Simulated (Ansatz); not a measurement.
# F2H2O2Si: up Jacob's ladder to CCSD(T)

The task here is to estimate one member of a computed series from the others.

Method: functionals in def2-TZVPP, the program's frozen cores in correlated methods; program: Ansatz 0.2.0, Gaussian basis.

Plan: LDA (SPW92), PBE-D4, revPBE-D4, BLYP-D4, r2SCAN-D4, B97M-V, PBE0-D4, B3LYP-D4, r2SCANh-D4, r2SCAN0-D4, HSE06-D4, BHLYP-D4, CAM-B3LYP-D4, LC-ωPBE, ωB97X-V, ωB97M-V, B2PLYP, PBE-QIDH; CCSD(T)/def2-SVP; CCSD(T)/def2-TZVPP; MP2/def2-QZVPP; extrapolation to the limit; RPA on PBE.

**Structure used throughout**

The geometry comes from an earlier relaxation with PBE0-D4 in a triple-zeta def2 set; it is a stationary point, not always the lowest conformer.

7 atoms, charge 0, spin multiplicity 1.

Atoms are counted from 1 here; the program's logs count them from 0.

Bond lengths: O1–Si2 1.609 Å, O1–H6 0.957 Å, Si2–O3 1.609 Å, Si2–F4 1.583 Å, Si2–F5 1.583 Å, O3–H7 0.957 Å. Angles: Si2–O1–H6 118.9°, O1–Si2–O3 107.3°, O1–Si2–F4 112.2°, O1–Si2–F5 110.1°, O3–Si2–F4 110.1°, O3–Si2–F5 112.2°, F4–Si2–F5 104.9°, Si2–O3–H7 118.9°.

As a file:

```tsv
atom	x (Å)	y (Å)	z (Å)
O1	-1.1230	0.4438	0.8905
Si2	-0.0111	-0.0181	-0.1773
O3	1.3212	-0.3866	0.6467
F4	-0.4835	-1.2627	-1.0336
F5	0.2380	1.1318	-1.2361
H6	-1.8293	1.0223	0.6022
H7	1.9489	-0.9985	0.2620
```

Set-up of the first run:

Contents of in.yaml:

```yaml
crystal:
  periodic: [false, false, false]
  atoms:
    - {symbol: O, position_ang: [-1.123020, 0.443838, 0.890512]}
    - {symbol: Si, position_ang: [-0.011135, -0.018116, -0.177314]}
    - {symbol: O, position_ang: [1.321199, -0.386569, 0.646719]}
    - {symbol: F, position_ang: [-0.483454, -1.262695, -1.033635]}
    - {symbol: F, position_ang: [0.238009, 1.131816, -1.236054]}
    - {symbol: H, position_ang: [-1.829342, 1.022251, 0.602198]}
    - {symbol: H, position_ang: [1.948945, -0.998524, 0.261973]}
basis:
  gaussian: {orbitals: def2-TZVPP}
hamiltonian: {xc: lda}
output: {orbitals: {seedname: orbitals}}
```

Steps of the session up to this table: LDA; PBE-D4 (GGA); revPBE-D4 (GGA); BLYP-D4 (GGA); r2SCAN-D4 (meta-GGA); B97M-V (meta-GGA); PBE0-D4 (hybrid); B3LYP-D4 (hybrid); r2SCANh-D4 (hybrid); r2SCAN0-D4 (hybrid); HSE06-D4 (hybrid); BHLYP-D4 (hybrid); CAM-B3LYP-D4 (range-separated); LC-ωPBE-D4 (range-separated; the results give it without D4); ωB97X-V (range-separated); ωB97M-V (range-separated); B2PLYP (double hybrid); PBE-QIDH (double hybrid).

One table of the session follows, with a row left open; its other results are not shown here.

It belongs to the step «Frontier levels by functional». 

```
  functional  HOMO (eV)  LUMO (eV)  gap (eV)
 LDA (SPW92)      -8.53      -0.80      7.72
      PBE-D4      -8.30      -0.63      7.67
   revPBE-D4      -8.22      -0.53      7.68
     BLYP-D4      -8.21      -0.69      7.52
   r2SCAN-D4      -8.74       0.08      8.82
      B97M-V      -8.82      -0.31      8.51
     PBE0-D4          ?          ?         ?
    B3LYP-D4      -9.86      -0.11      9.75
  r2SCANh-D4      -9.43       0.36      9.79
  r2SCAN0-D4     -10.47       0.76     11.23
    HSE06-D4      -9.74      -0.07      9.67
    BHLYP-D4     -11.95       0.95     12.90
CAM-B3LYP-D4     -11.70       1.06     12.77
     LC-ωPBE     -13.10       2.49     15.59
     ωB97X-V     -12.72       2.27     15.00
     ωB97M-V     -12.65       1.82     14.47
```

Estimate the missing values for PBE0-D4.

The run gave: HOMO (eV): -10.16; LUMO (eV): 0.30; gap (eV): 10.46. In the column «HOMO (eV)» it lies between r2SCAN0-D4 (-10.47) and B3LYP-D4 (-9.86).
